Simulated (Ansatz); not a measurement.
# Co (Co (0001), 3 layers): how the settings move a single-point run

How sensitive is a single-point run of Co (Co (0001), 3 layers) to its settings? A reference run comes first, then one run with altered input.

Method: reference: DFT, PBE, all-electron LAPW, scalar-relativistic, in Ansatz 0.2.0.

**1. The structure to begin with**

It takes space group P-6m2 (No. 187, hexagonal). The conventional cell has a = 2.493 Å, b = 2.493 Å, c = 20.037 Å, α = 90.00°, β = 90.00°, γ = 120.00°. Around Co (site symmetry 3m) lie 9 Co at 2.48 to 2.49 Å. Co (site symmetry -6m2) has 12 Co at 2.48 to 2.49 Å as nearest neighbours.

Structure file:

```xyz
3
Lattice="2.4930 0.0000 0.0000 -1.2465 2.1590 0.0000 0.0000 0.0000 20.0369" Properties=species:S:1:pos:R:3 pbc="T T T"
Co    0.0000    0.0000    8.0000
Co    0.0000    1.4394   10.0184
Co    0.0000    0.0000   12.0369
```

**2. The reference run**

Input file input.yaml:

```yaml
crystal:
  lattice:
    - [2.4930397743, 0.0, 0.0]
    - [-1.2465198872, 2.1590357772, 0.0]
    - [0.0, 0.0, 20.0369]
  atoms:
    - { symbol: Co, position: [0.0, 0.0, 0.3992626231], spin: 1.7 }
    - { symbol: Co, position: [0.333333334, 0.666666666, 0.5], spin: 1.7 }
    - { symbol: Co, position: [0.0, 0.0, 0.6007373769], spin: 1.7 }
magnetization:
  spin_polarized: true
kpoints:
  mp_grid: { grid: [15, 15, 1] }
scf:
  occupations: { method: fermi_dirac, width: 0.1 }
hamiltonian:
  xc: pbe
  pseudopotentials: { kind: all_electron, lapw: { basis_error: 0.001 } }
output:
  forces: true
  stress: true
  eigenvalues: true
  populations: true
  dos: { projected: true, de: 0.2, e_range: [-14, 8] }
efield:
  axis: 3
  amplitude: 0
  dipole_correction: true
```

Started as:

```console
$ ansatz run input.yaml --threads 2 --pin off --max-ram 6144MiB --backend cpu --events-out ev --progress --plain --runs-dir out
```

The main lines of its log:

```text
[...]
Basis set: ecut = 311.1602319284481 eV, 1401 PW (Γ), exchange–correlation at level 2
[...]
k-points: 27 of 225 (time reversal used)
[...]
SCF iter   1: F=—  HF=-113752.294536 eV  |F-HF|=—  |Δ(HF+E_count)|=         —  Δρ=1.55e-2 (↑9.66e-3 ↓1.55e-2)  dr2=6.70e0  dr2_m=3.39e-2  M=4.984 μB ∫|m|=5.150 μB  β_m=1.00  ethr=1.31e-2  p=0.000 e·Å  D=2.46e-14 V/Å  ΔV_dip=-0.00 eV  dr2_dipole=6.09e-11  V_vac
[...]
preconditioner: auto → LDOS  [metal: Δε(μ)=0.016 eV  Ē_g=7.492 eV  σ=0.100 eV  W_gap=0.04  n_scr=14 (ndim 8)  ℏωp=18.6 eV  f_vac=0.617  D(μ)=3.83/eV (n_scr^D=16)]
[...]
SCF iter   2: F=—  HF=-113751.637438 eV  |F-HF|=—  |Δ(HF+E_count)|=   6.57e-1  Δρ=7.09e-3 (↑7.09e-3 ↓6.67e-3)  dr2=2.20e0  dr2_m=2.82e-3  M=5.015 μB ∫|m|=5.383 μB  β_m=0.36  ethr=1.31e-2  p=0.000 e·Å  D=5.48e-7 V/Å  ΔV_dip=-0.00 eV  dr2_dipole=1.71e-11  V_vac-
[...]
SCF iter  12: F=—  HF=-113751.332258 eV  |F-HF|=—  |Δ(HF+E_count)|=   3.13e-8  Δρ=3.19e-6 (↑7.77e-7 ↓3.19e-6)  dr2=1.18e-7  dr2_m=1.92e-9  M=5.100 μB ∫|m|=5.633 μB  β_m=0.86  ethr=1.18e-10  p=0.000 e·Å  D=2.97e-7 V/Å  ΔV_dip=-0.00 eV  dr2_dipole=8.29e-12  V_va
SCF iter  13: F=-113751.332258 eV  HF=-113751.332258 eV  |F-HF|=9.17e-9  |Δ(HF+E_count)|=   2.10e-9  Δρ=6.15e-7 (↑2.66e-7 ↓6.15e-7)  dr2=7.55e-9  dr2_m=5.96e-11  M=5.100 μB ∫|m|=5.633 μB  ethr=1.18e-10  p=-0.000 e·Å  D=-4.93e-7 V/Å  ΔV_dip=0.00 eV  dr2_dipole=
[...]
SCF converged after 13 iterations
Magnetization: 5.1003 μB (28.0502 up, 22.9498 down)
[...]
Free energy (F): -113751.332258 eV
[...]
E sigma→0 (E₀):  -113751.277930 eV
[...]
Fermi energy:    2.396582 eV
Dipole field:    D = -0.000000 V/Å  (p = -0.000000 e·Å, saw-weighted, corrected)
[...]
  P = ⅓ Tr σ = -2.3512 GPa (-23.512 kbar)
[...]
```

It took 47 s on 2 threads of Intel Xeon Platinum 8488C (Sapphire Rapids), shared host; peak memory 0.7 GiB.

**3. Variant: mp_grid.grid [22, 22, 1]**

Edit input.yaml of step 2 so:

```diff
@@ -12,3 +12,3 @@
 kpoints:
-  mp_grid: { grid: [15, 15, 1] }
+  mp_grid: { grid: [22, 22, 1] }
 scf:
@@ -23,3 +23,2 @@
   populations: true
-  dos: { projected: true, de: 0.2, e_range: [-14, 8] }
 efield:
```

Started as:

```console
$ ansatz run input.yaml --threads 2 --pin off --max-ram 6144MiB --backend cpu --events-out ev --progress --plain --runs-dir out
```

Log:

```text
Co: projections on atomic orbitals take those of the free atom 1s2 2s2 2p6 3s2 3p6 3d7 4s2, of charge +0.00 (hamiltonian.pseudopotentials.projection_atoms)
LAPW: plane waves up to 9.037 Å⁻¹, error target 1.0e-3 eV per atom; small_component_spin mean_spin; Co in spheres of 1.240 Å, 17 of its electrons in bands, Dirac shells []
Engine: ansatz 0.2.0
Pseudopotentials: kind: all_electron
Pseudopotential: Co, LAPW, valence charge 17, Koelling and Harmon's equation, gaussian nucleus
Functional definition: PBE
  parameter kappa = 0.804
  parameter beta = 0.06672455060314922
  exchange = pbe_x(kappa = kappa, mu = beta*pi^2/3)
  correlation = pbe_c(beta = beta)
Crystal: 3 atoms, lattice volume = 107.850 Å³
Basis set: ecut = 311.1602319284481 eV, 1401 PW (Γ), exchange–correlation at level 2
Bands: 34, of which v1, the nominal top of the filled ones, is band 26 counted from 1 (25 counted from 0)
Symmetry: 6 space group operations
k-points: 52 of 484 (time reversal used)
Non-local potential: Co, projectors of the file, none
Initial density: superposition of atomic densities (neutral atoms: chi_scale 0, normalization atom)
Starting moments: Σ|m| = 5.1 μB on 3 of 3 sites
Initial wavefunctions: plane waves of lowest kinetic energy (no species holds an atomic orbital)
Functional: x = pbe(κ = 0.804, μ = 0.2195149727645171), c = pbe(β = 0.06672455060314922)
iter 1 solved again at ethr=1.31e-2 eV; its pass at ethr=1.00e-1 eV (dr2=6.68e0 eV) is discarded
SCF iter   1: F=—  HF=-113752.297147 eV  |F-HF|=—  |Δ(HF+E_count)|=         —  Δρ=1.55e-2 (↑9.87e-3 ↓1.55e-2)  dr2=6.72e0  dr2_m=3.45e-2  M=5.049 μB ∫|m|=5.202 μB  β_m=1.00  ethr=1.31e-2  p=0.000 e·Å  D=2.46e-14 V/Å  ΔV_dip=-0.00 eV  dr2_dipole=3.13e-11  V_vac-E_F(+/−)=8.79/8.79 eV  ⟨swp⟩=2.0  Hψ=23357  notcnv=0
Mixer restart at iter 1: flushing history
efield: sawtooth ramp at fractional position 0.9500 (placed from the atoms, in the widest stretch of the axis that holds none; the zero of the levels goes with the place), width 0.1000; the density the first Hamiltonian is built on has a dipole p = 0.000 e·Å; the dipole correction subtracts the counter field D = 1.07e-13 V/Å, which shifts the + side's vacuum level by -0.00 eV against the − side's; the planar-averaged density in the ramp window peaks in size at 7.5e-7 e/Å³
preconditioner: auto → LDOS  [metal: Δε(μ)=0.001 eV  Ē_g=7.487 eV  σ=0.100 eV  W_gap=0.00  n_scr=14 (ndim 8)  ℏωp=18.6 eV  f_vac=0.617  D(μ)=4.15/eV (n_scr^D=16)]
spin=Collinear: LDOS preconditioning applied to the charge; magnetization (m = ρ↑ − ρ↓) channel mixes plain (no charge-response kernel on spin).
SCF iter   2: F=—  HF=-113751.648663 eV  |F-HF|=—  |Δ(HF+E_count)|=   6.48e-1  Δρ=7.02e-3 (↑7.02e-3 ↓6.92e-3)  dr2=2.33e0  dr2_m=2.32e-3  M=5.056 μB ∫|m|=5.410 μB  β_m=0.35  ethr=1.31e-2  p=0.000 e·Å  D=6.83e-7 V/Å  ΔV_dip=-0.00 eV  dr2_dipole=1.32e-11  V_vac-E_F(+/−)=7.54/7.54 eV  ⟨swp⟩=2.1  Hψ=10624  notcnv=0  defer=1
density mixer auto → msr1: a metal under ldos (density of states about μ 2.84 of a free-electron gas's, 14 screened modes)
SCF iter   3: F=—  HF=-113751.371347 eV  |F-HF|=—  |Δ(HF+E_count)|=   2.77e-1  Δρ=5.55e-3 (↑5.55e-3 ↓3.43e-3)  dr2=4.30e-1  dr2_m=8.88e-3  M=5.094 μB ∫|m|=5.580 μB  β_m=0.68  ethr=4.57e-3  p=0.000 e·Å  D=3.84e-7 V/Å  ΔV_dip=-0.00 eV  dr2_dipole=2.37e-12  V_vac-E_F(+/−)=6.30/6.30 eV  ⟨swp⟩=2.5  Hψ=10683  notcnv=0
iter 4 solved again at ethr=9.31e-6 eV; its pass at ethr=8.42e-4 eV (dr2=4.75e-3 eV) is discarded
SCF iter   4: F=—  HF=-113751.331840 eV  |F-HF|=—  |Δ(HF+E_count)|=   3.95e-2  Δρ=1.29e-3 (↑1.29e-3 ↓8.43e-4)  dr2=4.65e-3  dr2_m=4.90e-4  M=5.137 μB ∫|m|=5.644 μB  β_m=0.66  ethr=9.31e-6  p=0.000 e·Å  D=3.79e-7 V/Å  ΔV_dip=-0.00 eV  dr2_dipole=1.90e-11  V_vac-E_F(+/−)=5.15/5.15 eV  ⟨swp⟩=2.3  Hψ=18120  notcnv=0
SCF iter   5: F=—  HF=-113751.329721 eV  |F-HF|=—  |Δ(HF+E_count)|=         —  Δρ=8.08e-4 (↑5.27e-4 ↓8.08e-4)  dr2=1.38e-2  dr2_m=4.10e-5  M=5.138 μB ∫|m|=5.650 μB  β_m=0.57  ethr=9.11e-6  p=-0.000 e·Å  D=-1.47e-7 V/Å  ΔV_dip=0.00 eV  dr2_dipole=2.38e-11  V_vac-E_F(+/−)=5.04/5.04 eV  ⟨swp⟩=3.0  Hψ=11416  notcnv=0
the basis was enlarged: its passes take 990.0 KiB over the memory plan, 2 of 2 planned eigensolver slots
SCF iter   6: F=—  HF=-113751.327131 eV  |F-HF|=—  |Δ(HF+E_count)|=   2.59e-3  Δρ=4.26e-4 (↑3.94e-4 ↓4.26e-4)  dr2=2.45e-3  dr2_m=3.89e-6  M=5.139 μB ∫|m|=5.657 μB  β_m=0.79  ethr=9.11e-6  p=-0.000 e·Å  D=-7.74e-8 V/Å  ΔV_dip=0.00 eV  dr2_dipole=3.51e-12  V_vac-E_F(+/−)=4.97/4.97 eV  ⟨swp⟩=3.0  Hψ=10153  notcnv=0
SCF iter   7: F=—  HF=-113751.327847 eV  |F-HF|=—  |Δ(HF+E_count)|=   7.15e-4  Δρ=2.29e-4 (↑2.29e-4 ↓1.60e-4)  dr2=8.05e-4  dr2_m=1.92e-6  M=5.137 μB ∫|m|=5.656 μB  β_m=0.77  ethr=4.81e-6  p=0.000 e·Å  D=7.84e-9 V/Å  ΔV_dip=-0.00 eV  dr2_dipole=7.02e-11  V_vac-E_F(+/−)=5.00/5.00 eV  ⟨swp⟩=2.1  Hψ=9953  notcnv=0
SCF iter   8: F=—  HF=-113751.327895 eV  |F-HF|=—  |Δ(HF+E_count)|=   4.85e-5  Δρ=1.17e-4 (↑7.50e-5 ↓1.17e-4)  dr2=1.91e-4  dr2_m=1.20e-6  M=5.136 μB ∫|m|=5.655 μB  β_m=0.76  ethr=1.58e-6  p=-0.000 e·Å  D=-7.79e-7 V/Å  ΔV_dip=0.00 eV  dr2_dipole=6.51e-11  V_vac-E_F(+/−)=5.00/5.00 eV  ⟨swp⟩=2.0  Hψ=9929  notcnv=0
SCF iter   9: F=—  HF=-113751.327919 eV  |F-HF|=—  |Δ(HF+E_count)|=   2.38e-5  Δρ=2.84e-5 (↑2.27e-5 ↓2.84e-5)  dr2=6.92e-6  dr2_m=1.76e-7  M=5.137 μB ∫|m|=5.656 μB  β_m=0.82  ethr=3.74e-7  p=0.000 e·Å  D=1.56e-7 V/Å  ΔV_dip=-0.00 eV  dr2_dipole=2.82e-11  V_vac-E_F(+/−)=4.99/4.99 eV  ⟨swp⟩=2.1  Hψ=9944  notcnv=0
SCF iter  10: F=—  HF=-113751.327923 eV  |F-HF|=—  |Δ(HF+E_count)|=   3.90e-6  Δρ=1.23e-5 (↑6.63e-6 ↓1.23e-5)  dr2=2.33e-6  dr2_m=1.84e-8  M=5.137 μB ∫|m|=5.656 μB  β_m=0.81  ethr=1.36e-8  p=-0.000 e·Å  D=-1.44e-7 V/Å  ΔV_dip=0.00 eV  dr2_dipole=1.96e-11  V_vac-E_F(+/−)=5.00/5.00 eV  ⟨swp⟩=3.0  Hψ=11075  notcnv=0
SCF iter  11: F=—  HF=-113751.327923 eV  |F-HF|=—  |Δ(HF+E_count)|=   3.90e-7  Δρ=2.54e-6 (↑2.12e-6 ↓2.54e-6)  dr2=2.22e-8  dr2_m=1.89e-9  M=5.137 μB ∫|m|=5.656 μB  β_m=0.90  ethr=4.58e-9  p=0.000 e·Å  D=1.81e-7 V/Å  ΔV_dip=-0.00 eV  dr2_dipole=3.60e-11  V_vac-E_F(+/−)=5.00/5.00 eV  ⟨swp⟩=2.0  Hψ=9920  notcnv=0
SCF iter  12: F=—  HF=-113751.327923 eV  |F-HF|=—  |Δ(HF+E_count)|=   5.03e-8  Δρ=1.06e-6 (↑7.19e-7 ↓1.06e-6)  dr2=7.10e-9  dr2_m=3.01e-10  M=5.137 μB ∫|m|=5.656 μB  β_m=0.95  ethr=4.36e-11  p=-0.000 e·Å  D=-2.16e-7 V/Å  ΔV_dip=0.00 eV  dr2_dipole=5.69e-11  V_vac-E_F(+/−)=5.00/5.00 eV  ⟨swp⟩=2.8  Hψ=10570  notcnv=0
SCF iter  13: F=-113751.327923 eV  HF=-113751.327923 eV  |F-HF|=1.21e-8  |Δ(HF+E_count)|=   1.04e-8  Δρ=8.35e-7 (↑2.35e-7 ↓8.35e-7)  dr2=2.64e-9  dr2_m=1.41e-10  M=5.137 μB ∫|m|=5.656 μB  ethr=1.39e-11  p=0.000 e·Å  D=4.63e-7 V/Å  ΔV_dip=-0.00 eV  dr2_dipole=8.26e-12  V_vac-E_F(+/−)=5.00/5.00 eV  ⟨swp⟩=3.0  Hψ=10661  notcnv=0
SCF 1 converged in 13 iterations: F = -113751.327923 eV  dr2 = 2.64e-9
SCF converged after 13 iterations
Magnetization: 5.1372 μB (28.0686 up, 22.9314 down)
Absolute magnetization: 5.6555 μB (∫|ρ↑−ρ↓|)
Spin contamination: 0.1157 ħ² per cell (⟨S²⟩ above its minimum at these occupations)
Per-site moments (μB) at R_I (Å): [(1.7863596679670444, 1.2395512149545214), (1.7332910446548127, 1.2395512149545214), (1.7863619950456595, 1.2395512149545214)]
Free energy (F): -113751.327923 eV
Harris-Foulkes:  -113751.327923 eV  (|F-HF|=1.21e-8)
Internal energy: -113751.214866 eV  (E = F + TS)
E sigma→0 (E₀):  -113751.271395 eV
Entropy (-TS):   -0.113057 eV (-37.686 meV/atom)
Fermi energy:    2.387350 eV
Dipole field:    D = 0.000000 V/Å  (p = 0.000000 e·Å, saw-weighted, corrected)
Work function:   Φ+ = 5.0018 eV   Φ− = 5.0018 eV
Levels:          The Fermi level and band energies are counted from a zero that moves with the ramp; work functions are not
--- Per-component energies (eV) ---
  E_band       = -1559.244277
  E_kinetic    = 115439.246728
  E_xc         = -4872.236348
  E_efield     = 0.000000  (sawtooth field / dipole correction)
  E_electrostatic = -224318.225246  (all electrons and nuclei)
  E_smearing   = -0.113057  (= −TS)
  E_closure    = 0.000000  (closes the sum)
  E_atoms      = -113727.867788  (free atoms, spherical and without spin; not in F)
  Σ components = -113751.327923   (vs F -113751.327923, Δ=0.00e0)
  Basis errors (estimates in eV, not in F): energy 3.4e-4 per atom: plane waves 3.0e-4 (1.7e-4 summed), levels above the bands 1.9e-33, relativity 6.5e-8, radial functions 3.5e-5, core shells 1.5e-9; eigenvalues (radial functions only) 5.6e-7; not estimated: angular momenta, meshes, grids; target (lapw.basis_error) 1.0e-3; muffin-tin radii Co 1.240 Å
--- Forces (eV/Å), atoms counted from 1 ---
  atom   1  Co     0.00000000     0.00000000     0.21236451
  atom   2  Co     0.00000000    -0.00000000     0.00001199
  atom   3  Co    -0.00000000     0.00000000    -0.21238415
  max |Σ_I F_I| component: 7.65e-6 eV/Å
--- Stress (GPa, compression-positive) ---
       -2.793013      -0.000000       0.000000
       -0.000000      -2.793013      -0.000000
        0.000000      -0.000000      -1.272051
  P = ⅓ Tr σ = -2.2860 GPa (-22.860 kbar)
--- Band table (eV; the first three rows and the last of 104) ---
  k-point 0 ↑: bands = ["-93.7916", "-93.6274", "-93.6250", "-57.1599", "-56.9654", "-56.8970", "-56.8954", "-56.8954", "-56.7168", "-56.7168", "-56.7152", "-56.7152", "-5.9037", "-3.9399", "-2.8603", "-0.4881", "-0.4369", "-0.3047", "-0.3047", "-0.1325", "-0.1325", "0.0783", "0.0783", "0.6488", "0.6488", "1.1624", "1.1911", "1.1911", "1.4071", "1.4071", "2.5611", "6.9519", "7.3600", "8.0699"]
  k-point 1 ↑: bands = ["-93.7909", "-93.6267", "-93.6244", "-57.1585", "-56.9660", "-56.8989", "-56.8975", "-56.8966", "-56.7213", "-56.7200", "-56.7179", "-56.7163", "-5.8327", "-3.8733", "-2.8063", "-0.5223", "-0.4452", "-0.3244", "-0.2736", "-0.1363", "-0.1083", "0.0582", "0.1094", "0.6329", "0.6388", "0.8954", "1.1860", "1.2476", "1.4116", "1.5068", "2.8125", "7.0145", "7.4301", "8.1311"]
  k-point 2 ↑: bands = ["-93.7887", "-93.6247", "-93.6225", "-57.1544", "-56.9690", "-56.9081", "-56.9001", "-56.8987", "-56.7344", "-56.7339", "-56.7213", "-56.7195", "-5.6225", "-3.6784", "-2.6505", "-0.6164", "-0.4948", "-0.3657", "-0.1825", "-0.1546", "-0.0420", "0.0129", "0.2009", "0.5454", "0.6161", "0.6724", "1.0273", "1.1717", "1.4233", "1.8790", "3.3541", "7.2021", "7.6402", "8.3146"]
  k-point 51 ↓: bands = ["-91.5961", "-91.4192", "-91.4192", "-55.0153", "-54.9890", "-54.9612", "-54.8278", "-54.8206", "-54.8033", "-54.7812", "-54.7265", "-54.7082", "-0.4200", "-0.4116", "-0.2517", "-0.0607", "0.3515", "0.7667", "1.2495", "1.2855", "1.3941", "1.4545", "2.2067", "3.0249", "3.1028", "3.2657", "3.3551", "7.6926", "8.7786", "8.7931", "9.1261", "10.3357", "11.8612", "11.9407"]
--- Löwdin populations: 3 sites ---
  site symbol       q [e]    m [muB]
     0     Co     26.7943     1.7991
     1     Co     26.7730     1.7513
     2     Co     26.7943     1.7991
  spilling = 0.007881 (of n_electrons = 81.000000)
```

It took 84 s on 2 threads of Intel Xeon Platinum 8488C (Sapphire Rapids), shared host; peak memory 0.88 GiB.

Changing the k-point mesh moves the energy by +1.4 meV/atom. The energy is not variational in the mesh, so the sign tells nothing.

**4. Comparison**

```
                        run     ending  energy change  abs. moment (μB)  force (eV/Å)  cycles  time
                  reference  converged              0              5.63          0.22      13  47 s
1: mp_grid.grid [22, 22, 1]  converged  +1.4 meV/atom              5.66          0.21      13  84 s
```

Times don't compare one to one where runs were asked for different outputs or read a saved state (see the inputs); cycles may leave out searches for a lower state.

Residual by cycle in the longest SCF loop of each run; runs are numbered as in the table. The quantity is the density residual dr2, in eV.

```
cycle  reference    run 1
    1        6.7     6.72
    2        2.2     2.33
    3      0.375     0.43
    4    0.00398  0.00465
    5     0.0105   0.0138
    6    0.00207  0.00245
    8     2.6e-4   1.9e-4
    9     3.1e-6   6.9e-6
   10     2.7e-7   2.3e-6
   11     6.0e-8   2.2e-8
   12     1.2e-7   7.1e-9
   13     7.5e-9   2.6e-9
```

**Reading.** Changing the k-point mesh moves the energy by +1.4 meV/atom. The energy is not variational in the mesh, so the sign tells nothing.
